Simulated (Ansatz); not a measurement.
Task: a reaction energy of HfTaN2 from HfN and TaN, with Ansatz's Python interface. Give the script and its output. Use (first run): PBEsol, PAW, cutoff 420 eV, 8×8×8 k-points, Fermi-Dirac smearing of 0.05 eV.

`reaction_hftan2.py`:
```python
"""Reaction energy of HfTaN2 from HfN and TaN, at the given cells."""

from collections import Counter
import warnings

import ansatz as az
import numpy as np
from pymatgen.analysis.reaction_calculator import ComputedReaction
from pymatgen.entries.computed_entries import ComputedEntry

PHASES = {
    "HfTaN2 R-3m": (
        [(1.586316, 0.91586, 5.134389), (-1.586316, 0.91586, 5.134389), (0.0, -1.83172, 5.134389)],
        [
            ("Hf", (0.0, 0.0, 0.0)),
            ("Ta", (0.5, 0.5, 0.5)),
            ("N", (0.250298, 0.250298, 0.250298)),
            ("N", (0.749702, 0.749702, 0.749702)),
        ],
    ),
    "HfN Fm-3m": (
        [(0.0, 2.256, 2.256), (2.256, 0.0, 2.256), (2.256, 2.256, 0.0)],
        [
            ("Hf", (0.0, 0.0, 0.0)),
            ("N", (0.5, 0.5, 0.5)),
        ],
    ),
    "TaN P-62m": (
        [(5.196, 0.0, 0.0), (-2.598, 4.499868, 0.0), (0.0, 0.0, 2.911)],
        [
            ("Ta", (1 / 3, 2 / 3, 0.5)),
            ("Ta", (2 / 3, 1 / 3, 0.5)),
            ("Ta", (0.0, 0.0, 0.0)),
            ("N", (0.39285, 0.0, 0.0)),
            ("N", (0.60715, 0.60715, 0.0)),
            ("N", (0.0, 0.39285, 0.0)),
        ],
    ),
}


def build(vectors, sites):
    crystal = az.Crystal(lattice=az.Lattice.of(vectors))
    for symbol, position in sites:
        crystal = crystal.atom(symbol, position)
    return crystal


def run_phase(name, crystal):
    calc = (
        crystal.calculation()
        .functional(az.Functional.PBESOL)
        .basis(420)
        .scf(tolerance=1e-08)
        .kpoints(spacing=0.33)
        .occupations("fermi_dirac", width=0.05)
        .stress()
    )
    return calc.run()


def counts(outcome):
    return Counter(site.symbol for site in outcome.lattice.sites)


def volume_per_atom(outcome):
    return abs(np.linalg.det(outcome.lattice.cell_ang)) / len(outcome.lattice.sites)


def main() -> None:
    warnings.simplefilter("ignore", az.DeckWarning)

    phases = {name: build(*cell) for name, cell in PHASES.items()}

    done = {name: run_phase(name, crystal) for name, crystal in phases.items()}

    entry = {name: ComputedEntry(dict(counts(o)), o.report["energy_sigma0_ev"]) for name, o in done.items()}
    reaction = ComputedReaction([entry["HfN Fm-3m"], entry["TaN P-62m"]], [entry["HfTaN2 R-3m"]])
    reaction.normalize_to(entry["HfTaN2 R-3m"].composition.reduced_composition)
    print(reaction)
    print("energy per formula unit of the product:", round(reaction.calculated_reaction_energy, 4), "eV")
    for name, o in done.items():
        print(f"  {name:18s} {volume_per_atom(o):7.3f} A^3/atom")


if __name__ == "__main__":
    main()
```

```console
$ python reaction_hftan2.py
HfN + TaN -> HfTaN2
energy per formula unit of the product: 0.5277 eV
  HfTaN2 R-3m         11.189 A^3/atom
  HfN Fm-3m           11.482 A^3/atom
  TaN P-62m           11.344 A^3/atom
```

No spin polarisation was allowed. For the metals among these phases the mesh is modest: differences between phases can be off by up to 40 meV an atom. The program warned that this SCF threshold is loose for forces or stresses. Spin-orbit coupling, which matters for elements this heavy, is left out. The cells come from databases of deposited and of computed structures, and not all need be stable phases. The reactants and the product are the structures named, not necessarily the lowest of each compound, so sign and change of volume hang on that choice. A semilocal functional's error on such energies is often 0.05 to 0.1 eV an atom, and 0.1 to 0.3 eV against gases such as O2 or F2. The script silences the warnings on its input, which a real study should read. Wall time of the script: 16 s on 1 thread of Intel(R) Xeon(R) Platinum 8259CL CPU @ 2.50GHz (Skylake/Cascade Lake), on a shared host, peak memory 0.59 GiB.
